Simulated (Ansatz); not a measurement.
# Bi: response to strain

Bi is deformed so: equal xy, yz and zx engineering shear strains of +3 %. What stress and forces result, by LAPW, PAW and all-electron datasets made for the crystal?

Method: DFT PBEsol, scalar-relativistic, in Ansatz 0.2.0.

### 1 Starting point

The structure is monoclinic, space group C2/m (No. 12). The conventional cell has a = 6.673 Å, b = 6.111 Å, c = 3.300 Å, α = 90.00°, β = 110.41°, γ = 90.00°. Bi (site symmetry m) has 6 Bi at 3.15 to 3.31 Å as nearest neighbours.

Coordinates:

```xyz
2
Lattice="3.3363 -3.0554 0.0000 3.3363 3.0554 0.0000 -1.1510 0.0000 3.0929" Properties=species:S:1:pos:R:3 pbc="T T T"
Bi    1.5087    0.0000    0.4608
Bi    4.0129    0.0000    2.6321
```

Atoms are numbered in the order of the input: Bi1, Bi2.

### 2 The deformed structure

Space group C2/m before, P-1 after.

### 3 Full-potential LAPW

input.yaml

```yaml
crystal:
  lattice:
    - [3.290449, -3.0053558, 0.0042132]
    - [3.382111, 3.1054442, 0.0958752]
    - [-1.10458635, 0.02912895, 3.0756453]
  atoms:
    - { symbol: Bi, position: [0.2518, 0.2518, 0.149] }
    - { symbol: Bi, position: [0.7482, 0.7482, 0.851] }
kpoints:
  mp_grid: { grid: [8, 8, 11] }
  band_path:
    path:
      - [0.0, 0.0, 0.0]
      - [0.0, 0.5, 0.0]
      - [0.5, 0.0, 0.0]
      - [0.0, 0.0, 0.0]
      - [0.0, 0.0, -0.5]
      - [0.5, 0.5, -0.5]
      - [0.0, 0.0, 0.0]
      - [0.5, 0.0, -0.5]
      - [0.0, 0.5, -0.5]
    npoints: 5
scf:
  occupations: { method: fermi_dirac, width: 0.05 }
hamiltonian:
  xc: pbesol
  pseudopotentials: { kind: all_electron, lapw: { basis_error: 0.00025 } }
output:
  forces: true
  stress: true
  eigenvalues: true
```

Run with:

```console
$ ansatz run input.yaml --threads 1 --pin off --max-ram 3072MiB --backend cpu --events-out ev --progress --plain --runs-dir out
```

### 4 Frozen-core PAW

input.yaml

```yaml
crystal:
  lattice:
    - [3.290449, -3.0053558, 0.0042132]
    - [3.382111, 3.1054442, 0.0958752]
    - [-1.10458635, 0.02912895, 3.0756453]
  atoms:
    - { symbol: Bi, position: [0.2518, 0.2518, 0.149] }
    - { symbol: Bi, position: [0.7482, 0.7482, 0.851] }
kpoints:
  mp_grid: { grid: [8, 8, 11] }
scf:
  occupations: { method: fermi_dirac, width: 0.05 }
hamiltonian:
  xc: pbesol
  pseudopotentials: { kind: paw }
output:
  forces: true
  stress: true
  eigenvalues: true
  efg: { contact_densities: true }
```

### 5 Datasets made for this crystal

Changes to input.yaml since step 4:

```diff
@@ -14,3 +14,3 @@
   xc: pbesol
-  pseudopotentials: { kind: paw }
+  pseudopotentials: { kind: all_electron, datasets: crystal }
 output:
```

(Steps that only read results are left out.)

What does the calculation give? Wanted: pressure; largest shear or deviatoric stress.

As calculated:

| quantity | value |
| --- | --- |
| pressure | LAPW 1.24, PAW 1.22, crystal datasets 1.24 GPa |
| largest shear or deviatoric stress (LAPW) | 1.08 GPa |

In words: The largest part of the stress beyond the pressure is 1.08 GPa in size, in the xz component; the atoms are carried along and not relaxed. No run of the undeformed cell stands beside it, so the pressure holds what the given cell had before the change. PAW: stress within 0.02 GPa of LAPW, forces within 1 meV/Å. Crystal datasets: stress within 0.01 GPa of LAPW, forces within 1 meV/Å. Spin-orbit coupling is left out, though the cell holds Bi; in elements this heavy it can shift bands and gaps by tenths of an eV.
